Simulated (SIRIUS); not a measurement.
# Ni (P6_3/mmc) in SIRIUS: reference runs

Reference runs on Ni: the cell as given.

Everything below comes from runs of SIRIUS 7.10.0. Logs are shortened: lines on timing, memory, paths and dates and some standing lists are left out, and cuts for length are marked. The log counts tension as positive stress, the text compression.

## Step 1: Starting point

Symmetry: P6_3/mmc, No. 194, hexagonal system. Conventional cell: a = 2.448 Å, b = 2.448 Å, c = 4.073 Å, α = 90.00°, β = 90.00°, γ = 120.00°. Around Ni (site symmetry -6m2) lie 12 Ni at 2.45 to 2.48 Å.

This isn't the form of Ni at room conditions, which is fcc.

## Step 2: Single point, PBEsol, collinear spin, ferromagnetic start

Contents of sirius.json:

```json
{
  "control": {
    "processing_unit": "cpu",
    "verbosity": 2,
    "num_bands_to_print": 27,
    "print_forces": true,
    "print_stress": true
  },
  "parameters": {
    "electronic_structure_method": "pseudopotential",
    "xc_functionals": ["XC_GGA_X_PBE_SOL", "XC_GGA_C_PBE_SOL"],
    "gk_cutoff": 9.9,
    "pw_cutoff": 19.8,
    "ngridk": [12, 12, 7],
    "shiftk": [0, 0, 0],
    "smearing": "fermi_dirac",
    "smearing_width": 0.0018374661,
    "num_bands": 27,
    "num_mag_dims": 1,
    "num_dft_iter": 100,
    "energy_tol": 1e-08,
    "density_tol": 1e-06
  },
  "iterative_solver": {
    "type": "davidson",
    "min_tolerance": 1e-09,
    "tolerance_scale": [0.1, 0.25]
  },
  "mixer": {
    "type": "anderson",
    "beta": 0.5,
    "max_history": 8
  },
  "settings": {
    "tol_ne": 1e-10,
    "pseudo_grid_cutoff": 6.5,
    "smooth_initial_mag": true
  },
  "unit_cell": {
    "lattice_vectors": [
      [4.626092823655, 0.0, 0.0],
      [-2.313046411827, 4.006313905662, 0.0],
      [0.0, 0.0, 7.696490865603]
    ],
    "atom_coordinate_units": "lattice",
    "atom_types": ["Ni"],
    "atom_files": {
      "Ni": "Ni.json"
    },
    "atoms": {
      "Ni": [
        [0.6666666667, 0.3333333333, 0.75, 0.0, 0.0, 1.0],
        [0.3333333333, 0.6666666667, 0.25, 0.0, 0.0, 1.0]
      ]
    }
  }
}
```

Potentials or basis: PseudoDojo 0.4.1 PBEsol standard (scalar relativistic).

On the command line:

```bash
upf_to_json Ni.upf
OMP_NUM_THREADS=1 sirius.scf --input=sirius.json --output=out.json --task=0
```

Output:

```text
[info] SIRIUS version : 7.10.0
[info] number of MPI ranks           : 1
[info] MPI grid                      : 1 1
[info] maximum number of OMP threads : 1
[fft] FFT context for density and potential
[fft] =====================================
[fft]   comm size                             : 1
[fft]   plane wave cutoff                     : 19.8
[fft]   grid size                             : 32 32 54   total : 55296
[fft]   grid limits                           : -15 16   -15 16   -26 27
[fft]   number of G-vectors within the cutoff : 9352
[fft]   local number of G-vectors             : 9352
[fft]   number of G-shells                    : 1010
[fft] FFT context for coarse grid
[fft] =====================================
[fft]   comm size                             : 1
[fft]   plane wave cutoff                     : 19.8
[fft]   grid size                             : 32 32 54   total : 55296
[fft]   grid limits                           : -15 16   -15 16   -26 27
[fft]   number of G-vectors within the cutoff : 9352
[fft]   local number of G-vectors             : 9352
[fft]   number of G-shells                    : 1010
[unit cell] lattice vectors
[unit cell]   a1 :       4.6260928237      0.0000000000      0.0000000000
[unit cell]   a2 :      -2.3130464118      4.0063139057      0.0000000000
[unit cell]   a3 :       0.0000000000      0.0000000000      7.6964908656
[unit cell] reciprocal lattice vectors
[unit cell]   b1 :       1.3582056277      0.7841603847     -0.0000000000
[unit cell]   b2 :       0.0000000000      1.5683207694      0.0000000000
[unit cell]   b3 :       0.0000000000     -0.0000000000      0.8163701376
[unit cell] unit cell volume :       142.64352924 [a.u.^3]
[unit cell] 1/sqrt(omega)    :         0.08372863
[unit cell] MT volume        :         0.00000000 ( 0.00%)
[unit cell] IT volume        :       142.64352924 (100.00%)
[unit cell] number of atom types : 1
[unit cell] type id : 0 symbol : Ni mt_radius :  13.550000 num_atoms : 2
[unit cell] total number of atoms : 2
[unit cell] number of symmetry classes : 1
[unit cell] number of PAW atoms : 0
[unit cell] atom id  type id  class id             position                      vector_field
[unit cell] ------------------------------------------------------------------------------------------
[unit cell]      0        0        0      0.66667   0.33333   0.75000      0.00000   0.00000   1.00000
[unit cell]      1        0        0      0.33333   0.66667   0.25000      0.00000   0.00000   1.00000
[unit cell] atom id         position (Cartesian, a.u.)
[unit cell] ---------------------------------------------
[unit cell]      0       2.313046    1.335438    5.772368
[unit cell]      1      -0.000000    2.670876    1.924123
[unit cell] class id : 0 atom id : 0 1
[unit cell] minimum bond length:     4.626093
[unit cell] total number of pseudo wave-functions: 20
[sym] space group number   : 194
[sym] international symbol : P6_3/mmc
[sym] Hall symbol          : -P 6c 2c
[sym] space group transformation matrix :
[sym]   1.0000  0.0000  0.0000
[sym]   0.0000  1.0000  0.0000
[sym]   0.0000  0.0000  1.0000
[sym] space group origin shift :
[sym]   0.0000  0.0000  0.0000
[sym] number of space group operations  : 24
[sym] number of magnetic group operations : 24
[sym] metric tensor error: 8.9880e-10
[sym] rotation matrix error: 4.8496e-11
[sym] symmetry operations
[... 286 lines left out ...]
[diagonalize]            -3.069145   -3.069073   -1.622464   -1.622179   -1.618205   -1.617744   -1.615855   -1.615461    0.552775    0.559852    0.594219    0.602814    0.626452    0.642774    0.670554    0.676709    0.704442    0.709206    0.817268    0.832787    0.980951    0.981791    1.171373    1.218102    1.417331    1.438788    1.611307
[diagonalize] ik:   73   -3.096798   -3.096701   -1.651150   -1.651096   -1.648079   -1.647774   -1.645170   -1.644657    0.543998    0.546857    0.577005    0.586168    0.594632    0.602171    0.629880    0.640461    0.674496    0.682187    0.768179    0.803722    1.065874    1.081765    1.119226    1.138058    1.358683    1.466709    1.625399
[diagonalize]            -3.069220   -3.069121   -1.621634   -1.621548   -1.618402   -1.618098   -1.615877   -1.615390    0.557877    0.563373    0.598184    0.606470    0.617233    0.623433    0.656077    0.667308    0.704385    0.712912    0.785205    0.816748    1.073644    1.089353    1.125271    1.144190    1.361514    1.468582    1.626934
[diagonalize] ik:   74   -3.096679   -3.096629   -1.651267   -1.651106   -1.648898   -1.648488   -1.644965   -1.644689    0.550534    0.555754    0.575143    0.584119    0.592993    0.602635    0.634382    0.641699    0.673572    0.678187    0.836671    0.864146    0.982010    1.008993    1.074729    1.111816    1.426345    1.490714    1.578524
[diagonalize]            -3.069099   -3.069048   -1.621737   -1.621572   -1.619233   -1.618799   -1.615705   -1.615433    0.568516    0.573453    0.596588    0.606274    0.612876    0.622486    0.660767    0.668745    0.703826    0.708765    0.848690    0.873907    0.992139    1.018165    1.081524    1.118207    1.428556    1.492418    1.580758
[diagonalize] ik:   75   -3.096620   -3.096620   -1.650666   -1.650666   -1.649800   -1.649268   -1.644780   -1.644780    0.567308    0.567308    0.568080    0.571947    0.595723    0.595723    0.632134    0.639864    0.674457    0.674457    0.905938    0.905938    0.941615    0.989552    1.046542    1.046542    1.498113    1.509810    1.509810
[diagonalize]            -3.069038   -3.069038   -1.621163   -1.621163   -1.620105   -1.619554   -1.615529   -1.615529    0.586796    0.588244    0.588244    0.589832    0.616166    0.616166    0.658937    0.667047    0.704881    0.704881    0.914800    0.914800    0.952162    0.998834    1.054570    1.054570    1.499560    1.512347    1.512347
[find] Charges and magnetic moments
[find] --------------------------------------------------------------------------------
[find] atom                moment                |moment|
[find] --------------------------------------------------------------------------------
[find]    0 [  0.00000,   0.00000,   0.63937]    0.639367
[find]    1 [  0.00000,   0.00000,   0.65530]    0.655298
[find] total charge          : 36.000000
[... 7 lines left out ...]
[find] <rho|V^{H}>                    :     183.37914866
[find] one-electron contribution      :    -158.89420312 (Ha),    -317.78840624 (Ry)
[find] hartree contribution           :      91.68957433
[find] xc contribution                :     -42.45852920
[find] ewald contribution             :    -225.63619889
[find] PAW contribution               :       0.00000000
[find] smearing (-TS)                 :      -0.00126761
[find] SCF correction                 :       0.00000377
[find] Total energy                   :    -335.29935310 (Ha),    -670.59870621 (Ry)
[find] Free energy (E-TS)             :    -335.30062071 (Ha),    -670.60124143 (Ry)
[find] band gap (eV)                  :       0.00000000
[find] Efermi                         :       0.70279201
[find] iteration : 11, RMS : 1.128248886775e-07, energy difference : -9.722498361953e-09
[find] Hartree energy of density residual : 6.231336842469e-14
[find] bands are converged : true
[find] iterative solver converged : true
[find] converged after 12 SCF iterations!
[find] Charges and magnetic moments
[find] --------------------------------------------------------------------------------
[find] atom                moment                |moment|
[find] --------------------------------------------------------------------------------
[find]    0 [  0.00000,   0.00000,   0.63937]    0.639367
[find]    1 [  0.00000,   0.00000,   0.65530]    0.655298
[find] total charge          : 36.000000
[find] total moment          : [  0.00000,   0.00000,   1.32117], magnitude : 1.321166
[find] Energy
[find] --------------------------------------------------------------------------------
[find] valence_eval_sum               :     -19.67164959
[find] <rho|V^{XC}>                   :     -44.13359956
[find] <rho|E^{XC}>                   :     -42.45852920
[find] <mag|B^{XC}>                   :      -0.02299558
[find] <rho|V^{H}>                    :     183.37914866
[find] one-electron contribution      :    -158.89420312 (Ha),    -317.78840624 (Ry)
[find] hartree contribution           :      91.68957433
[find] xc contribution                :     -42.45852920
[find] ewald contribution             :    -225.63619889
[find] PAW contribution               :       0.00000000
[find] smearing (-TS)                 :      -0.00126761
[find] SCF correction                 :       0.00000377
[find] Total energy                   :    -335.29935310 (Ha),    -670.59870621 (Ry)
[find] Free energy (E-TS)             :    -335.30062071 (Ha),    -670.60124143 (Ry)
[find] band gap (eV)                  :       0.00000000
[find] Efermi                         :       0.70279201
[ground_state] === stress tensor components [kbar] ===
[ground_state] === stress_kin ===
[ground_state] -216791.945887    0.000000    0.000000
[ground_state]     0.000000-216791.945875   -0.000000
[ground_state]     0.000000   -0.000000-217005.891493
[ground_state] === stress_har ===
[ground_state] -63728.174558    0.000000    0.000000
[ground_state]     0.000000-63728.174555    0.000000
[ground_state]     0.000000    0.000000-61658.437367
[ground_state] === stress_ewald ===
[ground_state] 153977.472038   -0.000000    0.000000
[ground_state]    -0.000000153977.472030    0.000000
[ground_state]     0.000000    0.000000157432.117499
[ground_state] === stress_vloc ===
[ground_state] 16137.456459   -0.000000    0.000000
[ground_state]    -0.00000016137.456458    0.000000
[ground_state]     0.000000    0.00000010801.229806
[ground_state] === stress_xc ===
[ground_state]  3965.986103   -0.000000    0.000000
[ground_state]    -0.000000 3965.986103    0.000000
[ground_state]     0.000000    0.000000 3967.804982
[ground_state] === stress_core ===
[ground_state] 21878.078649   -0.000000   -0.000000
[ground_state]    -0.00000021878.078648   -0.000000
[ground_state]    -0.000000   -0.00000021882.100018
[ground_state] === stress_nonloc ===
[ground_state] 84577.354572   -0.000000   -0.000000
[ground_state]    -0.00000084577.354567    0.000000
[ground_state]    -0.000000    0.00000084638.984410
[ground_state] === stress_us_nl ===
[ground_state] 84577.354572   -0.000000   -0.000000
[ground_state]    -0.00000084577.354567    0.000000
[ground_state]    -0.000000    0.00000084638.984410
[ground_state] === stress_total ===
[ground_state]    16.227375   -0.000000   -0.000000
[ground_state]    -0.000000   16.227375    0.000000
[ground_state]    -0.000000    0.000000   57.907856
[ground_state] ==== total Forces in Ha/bohr =====
[ground_state] atom:    0, force:       0.0000000      0.0000000      0.0000000
[ground_state] atom:    1, force:      -0.0000000     -0.0000000     -0.0000000
[ground_state] ==== ultrasoft contribution from Qij =====
[ground_state] atom:    0, force:       0.0000000      0.0000000      0.0000000
[ground_state] atom:    1, force:       0.0000000      0.0000000      0.0000000
[ground_state] ==== non-local contribution from Beta-projector =====
[ground_state] atom:    0, force:       0.0000000      0.0000000      0.0000000
[ground_state] atom:    1, force:      -0.0000000     -0.0000000      0.0000000
[ground_state] ==== contribution from local potential =====
[ground_state] atom:    0, force:       0.0000000     -0.0000000      0.0000000
[ground_state] atom:    1, force:      -0.0000000      0.0000000     -0.0000000
[ground_state] ==== contribution from core density =====
[ground_state] atom:    0, force:       0.0000000      0.0000000      0.0000000
[ground_state] atom:    1, force:      -0.0000000     -0.0000000     -0.0000000
[ground_state] ==== Ewald forces from ions =====
[ground_state] atom:    0, force:       0.0000000      0.0000000      0.0000000
[ground_state] atom:    1, force:       0.0000000      0.0000000      0.0000000
[~DFT_ground_state] local op. applied: 107654
[~DFT_ground_state] evp. work count: 16776.1
[~DFT_ground_state] number of iterative solver steps: 4181
```

It took 3 min on 1 thread of Arm Neoverse V1, shared host; peak memory 0.55 GiB.

What came out:

* Free energy: -9123.9947 eV
* Pressure: -3.0 GPa
* Band gap on the k mesh: none (metal or under the smearing width)
* Net moment: 1.32 μB per cell
* Absolute moment: 1.49 μB per cell

Stress tensor (GPa, compression positive):
```
-1.62  0.00  0.00
 0.00 -1.62  0.00
 0.00  0.00 -5.79
```
